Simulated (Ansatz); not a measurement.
# FH₃O₃Si + H₂: a complex and its separated parts

Aim: how far the complex at one end of a reaction step lies below its separated, relaxed parts, level by level.

Method: PBE0-D4/def2-TZVP structures, single points in def2-TZVPP, no counterpoise correction; program: Ansatz 0.2.0, Gaussian basis.

Levels: SPW92, PBE-D4, BLYP-D4, r2SCAN-D4, B97M-V, PBE0-D4, B3LYP-D4, r2SCAN0-D4, BHLYP-D4, CAM-B3LYP-D4, wB97X-V, wB97M-V, B2PLYP, PBE-QIDH, RPA on PBE, Hartree-Fock, MP2, CCSD, CCSD(T).

Cores are frozen in the correlated methods. B3LYP uses VWN-RPA correlation. B2PLYP carries no dispersion term here.

95 further runs of the same task are left out: 1 that didn't finish, 94 set aside as unsound or not needed.

## Step 1: Starting geometry

The complex: 10 atoms, charge 0, spin multiplicity 1.

Atoms are counted from 1 here; the program's logs count them from 0.

Bond lengths: Si1–F2 1.596 Å, Si1–O3 1.618 Å, Si1–O4 1.618 Å, Si1–O5 1.619 Å, O3–H8 0.959 Å, O4–H9 0.958 Å, O5–H10 0.958 Å, H6–H7 0.747 Å. Angles: F2–Si1–O3 108.3°, F2–Si1–O4 109.1°, F2–Si1–O5 109.4°, O3–Si1–O4 110.3°, O3–Si1–O5 110.3°, O4–Si1–O5 109.4°, Si1–O3–H8 117.7°, Si1–O4–H9 118.5°, Si1–O5–H10 118.5°.

As a file:

```xyz
10
FH5O3Si
Si   -0.30421    0.50522    0.37395
F     1.20884    0.80490   -0.03628
O    -0.45689   -1.08561    0.62928
O    -1.28072    0.97825   -0.82654
O    -0.66925    1.32855    1.71957
H     1.39664   -2.25934   -1.80874
H     1.69922   -1.64525   -1.50865
H    -0.08787   -1.67928   -0.02658
H    -1.33104    1.91188   -1.03387
H    -0.17482    1.14047    2.51797
```

Its parts: FH₃O₃Si holds atoms 1, 2, 3, 4, 5, 8, 9, 10; H₂ holds atoms 6, 7. Each part counts its atoms afresh in its own runs.

## Step 2: Relaxing FH₃O₃Si alone

relax-a/in.yaml

```yaml
crystal:
  periodic: [false, false, false]
  atoms:
    - {symbol: Si, position_ang: [-0.304207, 0.505220, 0.373945]}
    - {symbol: F, position_ang: [1.208836, 0.804902, -0.036278]}
    - {symbol: O, position_ang: [-0.456887, -1.085607, 0.629277]}
    - {symbol: O, position_ang: [-1.280724, 0.978253, -0.826545]}
    - {symbol: O, position_ang: [-0.669248, 1.328546, 1.719567]}
    - {symbol: H, position_ang: [-0.087867, -1.679283, -0.026582]}
    - {symbol: H, position_ang: [-1.331042, 1.911881, -1.033872]}
    - {symbol: H, position_ang: [-0.174824, 1.140473, 2.517974]}
basis:
  gaussian: {orbitals: def2-TZVP}
hamiltonian: {xc: pbe0, dispersion: d4}
relax: {f_tol: 0.005, max_steps: 200}
```

On the command line:

```console
$ ansatz run in.yaml --threads 4 --pin off --events-out ev --progress --plain --max-ram 9574MiB
```

Output (excerpt; [...] marks lines left out):

```text
Functional definition: PBE0
  name "PBE0"
  cite "Adamo & Barone, J. Chem. Phys. 110, 6158 (1999) doi:10.1063/1.478522"
  cite "Perdew, Burke & Ernzerhof, Phys. Rev. Lett. 77, 3865 (1996) doi:10.1103/PhysRevLett.77.3865"
  parent pbe
[...]
1009 factors; their error is unknown
[...]
mean field -16782.70251952 eV, -616.7529418681 hartree, gradient 3.8e-5 eV, S^2 0.000000; 0 other end points of the search recorded, 0 dependent functions left out
[...]
reference -16782.70254393 eV, -616.7529427651 hartree; 25, 25 occupied and 154, 154 virtual orbitals, 1009 factors
[...]
Atom 0 at    -0.293603     0.510202     0.389725 Å, force    -0.000204    -0.000501     0.000057 eV/Å
Atom 1 at     1.206140     0.868693    -0.015253 Å, force    -0.000128    -0.000101    -0.000136 eV/Å
Atom 2 at    -0.406377    -1.085273     0.639663 Å, force     0.000272     0.000399    -0.000646 eV/Å
Atom 3 at    -1.284972     0.950719    -0.811870 Å, force     0.000088     0.000269     0.000168 eV/Å
Atom 4 at    -0.680064     1.308769     1.743829 Å, force    -0.000049    -0.000026     0.000008 eV/Å
Atom 5 at    -0.183874    -1.677545    -0.079322 Å, force     0.000008     0.000054     0.000642 eV/Å
Atom 6 at    -1.299648     1.870338    -1.078876 Å, force     0.000073    -0.000020     0.000043 eV/Å
Atom 7 at    -0.153565     1.158481     2.529589 Å, force    -0.000060    -0.000074    -0.000135 eV/Å
Dipole moment:     0.114882     0.028058    -0.031639 e Å
```

Wall time 16 s (4 threads of Arm Neoverse V2, shared host).

Step by step: (the energy doesn't fall at every step)

| step | energy from step 1 (eV) | largest force component (eV/Å) |
| --- | --- | --- |
| 1 | 0.0000 | 0.0740 |
| 2 | -0.0002 | 0.0425 |
| 3 | -0.0007 | 0.0414 |
| 4 | -0.0015 | 0.0060 |
| 5 | 0.0115 | 0.5501 |
| 6 | -0.0016 | 0.0025 |
| 7 | -0.0016 | 0.0641 |
| 8 | -0.0017 | 0.0470 |
| 9 | -0.0017 | 0.0006 |

Close pairs (by a distance rule), those that changed most:

| bond | before (Å) | after (Å) | change (Å) |
| --- | --- | --- | --- |
| Si1–F2 | 1.596 | 1.594 | -0.002 |
| O3–H6 | 0.959 | 0.958 | -0.001 |
| Si1–O4 | 1.618 | 1.619 | +0.001 |
| Si1–O3 | 1.618 | 1.619 | +0.000 |
| Si1–O5 | 1.619 | 1.619 | -0.000 |
| O5–H8 | 0.958 | 0.958 | -0.000 |
| O4–H7 | 0.958 | 0.958 | +0.000 |

## Step 3: Relaxing H₂ alone

relax-b/in.yaml

```yaml
crystal:
  periodic: [false, false, false]
  atoms:
    - {symbol: H, position_ang: [1.396643, -2.259337, -1.808740]}
    - {symbol: H, position_ang: [1.699220, -1.645249, -1.508646]}
basis:
  gaussian: {orbitals: def2-TZVP}
hamiltonian: {xc: pbe0, dispersion: d4}
relax: {f_tol: 0.005, max_steps: 200}
```

On the command line:

```console
$ ansatz run in.yaml --threads 4 --pin off --events-out ev --progress --plain --max-ram 9574MiB
```

Output (excerpt; [...] marks lines left out):

```text
[... 5 set-up lines as earlier in the session ...]
[...]
88 factors; their error is unknown
[...]
mean field -31.78861926 eV, -1.1682102109 hartree, gradient 1.7e-5 eV, S^2 0.000000; 0 other end points of the search recorded, 0 dependent functions left out
[...]
reference -31.78866859 eV, -1.1682120236 hartree; 1, 1 occupied and 11, 11 virtual orbitals, 88 factors
Total energy: -31.79027514 eV, -1.1682710633 hartree
Atom 0 at     1.396911    -2.258794    -1.808475 Å, force     0.000468     0.000951     0.000465 eV/Å
Atom 1 at     1.698952    -1.645792    -1.508911 Å, force    -0.000468    -0.000951    -0.000465 eV/Å
Dipole moment:    -0.000000    -0.000000    -0.000000 e Å
```

Wall time 0.1 s (4 threads of Arm Neoverse V2, shared host).

Along the way:

| step | energy from step 1 (eV) | largest force component (eV/Å) |
| --- | --- | --- |
| 1 | 0.0000 | 0.0400 |
| 2 | 0.0000 | 0.0010 |

The bond:

| bond | before (Å) | after (Å) | change (Å) |
| --- | --- | --- | --- |
| H1–H2 | 0.747 | 0.746 | -0.001 |

## Step 4: SPW92/def2-TZVPP

parta/in.yaml

```yaml
crystal:
  periodic: [false, false, false]
  atoms:
    - {symbol: Si, position_ang: [-0.293603, 0.510202, 0.389725]}
    - {symbol: F, position_ang: [1.206140, 0.868693, -0.015253]}
    - {symbol: O, position_ang: [-0.406377, -1.085273, 0.639663]}
    - {symbol: O, position_ang: [-1.284972, 0.950719, -0.811870]}
    - {symbol: O, position_ang: [-0.680064, 1.308769, 1.743829]}
    - {symbol: H, position_ang: [-0.183874, -1.677545, -0.079322]}
    - {symbol: H, position_ang: [-1.299648, 1.870338, -1.078876]}
    - {symbol: H, position_ang: [-0.153565, 1.158481, 2.529589]}
basis:
  gaussian: {orbitals: def2-TZVPP}
hamiltonian: {xc: lda}
```

partb/in.yaml

```yaml
crystal:
  periodic: [false, false, false]
  atoms:
    - {symbol: H, position_ang: [1.396911, -2.258794, -1.808475]}
    - {symbol: H, position_ang: [1.698952, -1.645792, -1.508911]}
basis:
  gaussian: {orbitals: def2-TZVPP}
hamiltonian: {xc: lda}
```

Each run has its own folder and the same command.

On the command line:

```console
$ ansatz run in.yaml --threads 4 --pin off --events-out ev --progress --plain --max-ram 9574MiB
```

parta printed (excerpt; [...] marks lines left out):

```text
Functional definition: SPW92
  name "SPW92"
  cite "Dirac, Proc. Camb. Phil. Soc. 26, 376 (1930) doi:10.1017/S0305004100016108"
  cite "Slater, Phys. Rev. 81, 385 (1951) doi:10.1103/PhysRev.81.385"
  cite "Perdew & Wang, Phys. Rev. B 45, 13244 (1992) doi:10.1103/PhysRevB.45.13244"
[...]
1074 factors; their error is unknown
[...]
mean field -16702.75157070 eV, -613.8147986914 hartree, gradient 8.8e-5 eV, S^2 0.000000; 0 other end points of the search recorded, 0 dependent functions left out
reference -16702.75160323 eV, -613.8147998870 hartree; 25, 25 occupied and 183, 183 virtual orbitals, 1074 factors
Total energy: -16702.75160323 eV, -613.8147998870 hartree
```

partb printed (excerpt; [...] marks lines left out):

```text
[... 5 set-up lines as earlier in the session ...]
[...]
118 factors; their error is unknown
[...]
mean field -30.93528621 eV, -1.1368507996 hartree, gradient 4.4e-5 eV, S^2 0.000000; 0 other end points of the search recorded, 0 dependent functions left out
reference -30.93530689 eV, -1.1368515595 hartree; 1, 1 occupied and 27, 27 virtual orbitals, 118 factors
Total energy: -30.93530689 eV, -1.1368515595 hartree
```

Wall times: 0.65 s (parta), 0.05 s (partb) on 4 threads of Arm Neoverse V2, shared host.

## Step 5: PBE-D4/def2-TZVPP

The same edit goes into each in.yaml of step 4 (parta, partb):

```diff
-hamiltonian: {xc: lda}
+hamiltonian: {xc: pbe, dispersion: d4}
```

The same command starts each run, in its folder.

On the command line:

```console
$ ansatz run in.yaml --threads 4 --pin off --events-out ev --progress --plain --max-ram 9574MiB
```

Output in parta (excerpt; [...] marks lines left out):

```text
Functional definition: PBE
  name "PBE"
[... 2 set-up lines as earlier in the session ...]
[...]
1074 factors; their error is unknown
[...]
mean field -16782.03302981 eV, -616.7283385748 hartree, gradient 3.1e-5 eV, S^2 0.000000; 0 other end points of the search recorded, 0 dependent functions left out
reference -16782.03306558 eV, -616.7283398893 hartree; 25, 25 occupied and 183, 183 virtual orbitals, 1074 factors
Total energy: -16782.18488713 eV, -616.7339192286 hartree
```

Log of partb (excerpt; [...] marks lines left out):

```text
[... 4 set-up lines as earlier in the session ...]
[...]
118 factors; their error is unknown
[...]
mean field -31.73221969 eV, -1.1661375646 hartree, gradient 3.1e-5 eV, S^2 0.000000; 0 other end points of the search recorded, 0 dependent functions left out
reference -31.73224136 eV, -1.1661383611 hartree; 1, 1 occupied and 27, 27 virtual orbitals, 118 factors
Total energy: -31.73426058 eV, -1.1662125660 hartree
```

Times: 1.1 s (parta), 0.1 s (partb) on 4 threads of Arm Neoverse V2, shared host.

## Step 6: BLYP-D4/def2-TZVPP

The same edit goes into each in.yaml of step 5 (parta, partb):

```diff
-hamiltonian: {xc: pbe, dispersion: d4}
+hamiltonian: {xc: {name: BLYP}, dispersion: d4}
```

One command serves all of them, each in its own folder.

On the command line:

```console
$ ansatz run in.yaml --threads 4 --pin off --events-out ev --progress --plain --max-ram 9574MiB
```

Output in parta (excerpt; [...] marks lines left out):

```text
Functional definition: BLYP
  name "BLYP"
  cite "Becke, Phys. Rev. A 38, 3098 (1988) doi:10.1103/PhysRevA.38.3098"
  cite "Lee, Yang & Parr, Phys. Rev. B 37, 785 (1988) doi:10.1103/PhysRevB.37.785"
[...]
1074 factors; their error is unknown
[...]
mean field -16794.00745021 eV, -617.1683904082 hartree, gradient 2.7e-5 eV, S^2 0.000000; 0 other end points of the search recorded, 0 dependent functions left out
reference -16794.00775512 eV, -617.1684016132 hartree; 25, 25 occupied and 183, 183 virtual orbitals, 1074 factors
Total energy: -16794.35116056 eV, -617.1810215305 hartree
```

Output in partb (excerpt; [...] marks lines left out):

```text
[... 4 set-up lines as earlier in the session ...]
[...]
118 factors; their error is unknown
[...]
mean field -31.82604629 eV, -1.1695856286 hartree, gradient 8.3e-5 eV, S^2 0.000000; 0 other end points of the search recorded, 0 dependent functions left out
reference -31.82623871 eV, -1.1695927000 hartree; 1, 1 occupied and 27, 27 virtual orbitals, 118 factors
Total energy: -31.83113659 eV, -1.1697726939 hartree
```

Wall times: 1.2 s (parta), 0.1 s (partb) on 4 threads of Arm Neoverse V2, shared host.

## Step 7: r2SCAN-D4/def2-TZVPP

The same edit goes into each in.yaml of step 6 (parta, partb):

```diff
-hamiltonian: {xc: {name: BLYP}, dispersion: d4}
+hamiltonian: {xc: r2scan, dispersion: d4}
```

One command serves all of them, each in its own folder.

On the command line:

```console
$ ansatz run in.yaml --threads 4 --pin off --events-out ev --progress --plain --max-ram 9574MiB
```

parta printed (excerpt; [...] marks lines left out):

```text
Functional definition: r2SCAN
  name "r2SCAN"
  cite "Furness, Kaplan, Ning, Perdew & Sun, J. Phys. Chem. Lett. 11, 8208 (2020) doi:10.1021/acs.jpclett.0c02405"
  cite "Furness, Kaplan, Ning, Perdew & Sun, J. Phys. Chem. Lett. 11, 9248 (2020) doi:10.1021/acs.jpclett.0c03077"
  parent r2scan
[...]
1074 factors; their error is unknown
[...]
mean field -16790.63638177 eV, -617.0445059280 hartree, gradient 3.1e-5 eV, S^2 0.000000; 0 other end points of the search recorded, 0 dependent functions left out
reference -16790.63639175 eV, -617.0445062947 hartree; 25, 25 occupied and 183, 183 virtual orbitals, 1074 factors
Total energy: -16790.67172472 eV, -617.0458047574 hartree
```

Output in partb (excerpt; [...] marks lines left out):

```text
[... 5 set-up lines as earlier in the session ...]
[...]
118 factors; their error is unknown
[...]
mean field -31.87205201 eV, -1.1712763076 hartree, gradient 4.1e-5 eV, S^2 0.000000; 0 other end points of the search recorded, 0 dependent functions left out
reference -31.87205863 eV, -1.1712765508 hartree; 1, 1 occupied and 27, 27 virtual orbitals, 118 factors
Total energy: -31.87256001 eV, -1.1712949763 hartree
```

Times: 2.1 s (parta), 0.25 s (partb) on 4 threads of Arm Neoverse V2, shared host.

## Step 8: B97M-V/def2-TZVPP

Each input of step 7 (parta, partb) changes in the same lines:

```diff
-hamiltonian: {xc: r2scan, dispersion: d4}
+hamiltonian: {xc: {name: B97M-V}}
```

One command serves all of them, each in its own folder.

On the command line:

```console
$ ansatz run in.yaml --threads 4 --pin off --events-out ev --progress --plain --max-ram 9574MiB
```

Log of parta (excerpt; [...] marks lines left out):

```text
Functional definition: B97M-V
  name "B97M-V"
  cite "Mardirossian & Head-Gordon, J. Chem. Phys. 142, 074111 (2015) doi:10.1063/1.4907719"
  cite "Becke, J. Chem. Phys. 107, 8554 (1997) doi:10.1063/1.475007"
  cite "Vydrov & Van Voorhis, J. Chem. Phys. 133, 244103 (2010) doi:10.1063/1.3521275"
  # Of w^i u^j: cxij and so on, Table III.
[...]
  gx(w, u) = cx00 + cx01*u + cx02*u^2 + (cx10 + cx11*u)*w
[...]
  gos(w, u) = cos00 + cos01*u + cos03*u^3 + cos10*w + cos32*w^3*u^2
[...]
      + integral(e_c_pw_mod_opposite_spin*gos(b97_w_opposite, b97_u_opposite)) + vv10(b, c)
1074 factors; their error is unknown
[...]
mean field -16790.41052332 eV, -617.0362057829 hartree, gradient 7.8e-5 eV, S^2 0.000000; 0 other end points of the search recorded, 0 dependent functions left out
reference -16790.41057487 eV, -617.0362076775 hartree; 25, 25 occupied and 183, 183 virtual orbitals, 1074 factors
Total energy: -16790.41057487 eV, -617.0362076775 hartree
```

Log of partb (excerpt; [...] marks lines left out):

```text
[... 5 set-up lines as earlier in the session ...]
  # Of w^i u^j: cxij and so on, Table III.
[...]
  gx(w, u) = cx00 + cx01*u + cx02*u^2 + (cx10 + cx11*u)*w
  gss(w, u) = css00 + css02*u^2 + css10*w + (css32*w^3 + css42*w^4)*u^2
  gos(w, u) = cos00 + cos01*u + cos03*u^3 + cos10*w + cos32*w^3*u^2
[...]
      + integral(e_c_pw_mod_opposite_spin*gos(b97_w_opposite, b97_u_opposite)) + vv10(b, c)
118 factors; their error is unknown
[...]
mean field -31.90529632 eV, -1.1724980136 hartree, gradient 8.2e-6 eV, S^2 0.000000; 0 other end points of the search recorded, 0 dependent functions left out
reference -31.90532600 eV, -1.1724991045 hartree; 1, 1 occupied and 27, 27 virtual orbitals, 118 factors
Total energy: -31.90532600 eV, -1.1724991045 hartree
```

They took 4.3 s (parta), 0.15 s (partb) on 4 threads of Arm Neoverse V2, shared host.

## Step 9: PBE0-D4/def2-TZVPP

Each input of step 8 (parta, partb) changes in the same lines:

```diff
-hamiltonian: {xc: {name: B97M-V}}
+hamiltonian: {xc: pbe0, dispersion: d4}
+output: {orbitals: {seedname: orbitals}}
```

One command serves all of them, each in its own folder.

On the command line:

```console
$ ansatz run in.yaml --threads 4 --pin off --events-out ev --progress --plain --max-ram 9574MiB
```

Log of parta (excerpt; [...] marks lines left out):

```text
[... 5 set-up lines as earlier in the session ...]
[...]
1077 factors; their error is unknown
[...]
mean field -16782.83712156 eV, -616.7578884018 hartree, gradient 4.0e-5 eV, S^2 0.000000; 0 other end points of the search recorded, 0 dependent functions left out
reference -16782.83714660 eV, -616.7578893221 hartree; 25, 25 occupied and 183, 183 virtual orbitals, 1077 factors
Total energy: -16782.96315991 eV, -616.7625202255 hartree
```

Log of partb (excerpt; [...] marks lines left out):

```text
[... 5 set-up lines as earlier in the session ...]
[...]
118 factors; their error is unknown
[...]
mean field -31.79610794 eV, -1.1684854147 hartree, gradient 5.5e-5 eV, S^2 0.000000; 0 other end points of the search recorded, 0 dependent functions left out
reference -31.79612393 eV, -1.1684860024 hartree; 1, 1 occupied and 27, 27 virtual orbitals, 118 factors
Total energy: -31.79773048 eV, -1.1685450420 hartree
```

Times: 1.4 s (parta), 0.1 s (partb) on 4 threads of Arm Neoverse V2, shared host.

## Step 10: B3LYP-D4/def2-TZVPP

Each input of step 9 (parta, partb) changes in the same lines:

```diff
-hamiltonian: {xc: pbe0, dispersion: d4}
-output: {orbitals: {seedname: orbitals}}
+hamiltonian: {xc: {name: B3LYP}, dispersion: d4}
```

The same command starts each run, in its folder.

On the command line:

```console
$ ansatz run in.yaml --threads 4 --pin off --events-out ev --progress --plain --max-ram 9574MiB
```

Output in parta (excerpt; [...] marks lines left out):

```text
Functional definition: B3LYP
  name "B3LYP"
  cite "Stephens, Devlin, Chabalowski & Frisch, J. Phys. Chem. 98, 11623 (1994) doi:10.1021/j100096a001"
[... 2 set-up lines as earlier in the session ...]
  cite "Vosko, Wilk & Nusair, Can. J. Phys. 58, 1200 (1980) doi:10.1139/p80-159"
[...]
1077 factors; their error is unknown
[...]
mean field -16795.84674705 eV, -617.2359833202 hartree, gradient 5.2e-5 eV, S^2 0.000000; 0 other end points of the search recorded, 0 dependent functions left out
reference -16795.84696642 eV, -617.2359913821 hartree; 25, 25 occupied and 183, 183 virtual orbitals, 1077 factors
Total energy: -16796.09305376 eV, -617.2450349249 hartree
```

partb printed (excerpt; [...] marks lines left out):

```text
[... 6 set-up lines as earlier in the session ...]
[...]
118 factors; their error is unknown
[...]
mean field -32.10922930 eV, -1.1799924124 hartree, gradient 4.6e-5 eV, S^2 0.000000; 0 other end points of the search recorded, 0 dependent functions left out
reference -32.10937140 eV, -1.1799976345 hartree; 1, 1 occupied and 27, 27 virtual orbitals, 118 factors
Total energy: -32.11252248 eV, -1.1801134345 hartree
```

Wall times: 1.7 s (parta), 0.1 s (partb) on 4 threads of Arm Neoverse V2, shared host.

## Step 11: r2SCAN0-D4/def2-TZVPP

The same edit goes into each in.yaml of step 10 (parta, partb):

```diff
-hamiltonian: {xc: {name: B3LYP}, dispersion: d4}
+hamiltonian: {xc: {name: r2SCAN0}, dispersion: d4}
```

One command serves all of them, each in its own folder.

On the command line:

```console
$ ansatz run in.yaml --threads 4 --pin off --events-out ev --progress --plain --max-ram 9574MiB
```

Output in parta (excerpt; [...] marks lines left out):

```text
Functional definition: r2SCAN0
  name "r2SCAN0"
  cite "Bursch, Neugebauer, Ehlert & Grimme, J. Chem. Phys. 156, 134105 (2022) doi:10.1063/5.0086040"
[... 3 set-up lines as earlier in the session ...]
[...]
1077 factors; their error is unknown
[...]
mean field -16789.28518860 eV, -616.9948504947 hartree, gradient 4.9e-5 eV, S^2 0.000000; 0 other end points of the search recorded, 0 dependent functions left out
reference -16789.28519625 eV, -616.9948507759 hartree; 25, 25 occupied and 183, 183 virtual orbitals, 1077 factors
Total energy: -16789.32643135 eV, -616.9963661378 hartree
```

Output in partb (excerpt; [...] marks lines left out):

```text
[... 6 set-up lines as earlier in the session ...]
[...]
118 factors; their error is unknown
[...]
mean field -31.85187211 eV, -1.1705347100 hartree, gradient 1.4e-5 eV, S^2 0.000000; 0 other end points of the search recorded, 0 dependent functions left out
reference -31.85187723 eV, -1.1705348984 hartree; 1, 1 occupied and 27, 27 virtual orbitals, 118 factors
Total energy: -31.85241861 eV, -1.1705547935 hartree
```

Times: 2.7 s (parta), 0.25 s (partb) on 4 threads of Arm Neoverse V2, shared host.

## Step 12: BHLYP-D4/def2-TZVPP

The same edit goes into each in.yaml of step 11 (parta, partb):

```diff
-hamiltonian: {xc: {name: r2SCAN0}, dispersion: d4}
+hamiltonian: {xc: {name: BHLYP}, dispersion: d4}
```

Each run has its own folder and the same command.

On the command line:

```console
$ ansatz run in.yaml --threads 4 --pin off --events-out ev --progress --plain --max-ram 9574MiB
```

Log of parta (excerpt; [...] marks lines left out):

```text
Functional definition: BHLYP
  name "BHLYP"
  cite "Becke, J. Chem. Phys. 98, 1372 (1993) doi:10.1063/1.464304"
[... 2 set-up lines as earlier in the session ...]
[...]
1193 factors; their error is unknown
[...]
mean field -16791.54900858 eV, -617.0780443447 hartree, gradient 3.2e-5 eV, S^2 0.000000; 0 other end points of the search recorded, 0 dependent functions left out
reference -16791.54915227 eV, -617.0780496253 hartree; 25, 25 occupied and 183, 183 virtual orbitals, 1193 factors
Total energy: -16791.72833025 eV, -617.0846342946 hartree
```

Output in partb (excerpt; [...] marks lines left out):

```text
[... 5 set-up lines as earlier in the session ...]
[...]
118 factors; their error is unknown
[...]
mean field -31.83805882 eV, -1.1700270809 hartree, gradient 5.6e-5 eV, S^2 0.000000; 0 other end points of the search recorded, 0 dependent functions left out
reference -31.83815438 eV, -1.1700305927 hartree; 1, 1 occupied and 27, 27 virtual orbitals, 118 factors
Total energy: -31.83989796 eV, -1.1700946683 hartree
```

They took 1.4 s (parta), 0.1 s (partb) on 4 threads of Arm Neoverse V2, shared host.

[end of part 1 of 2]
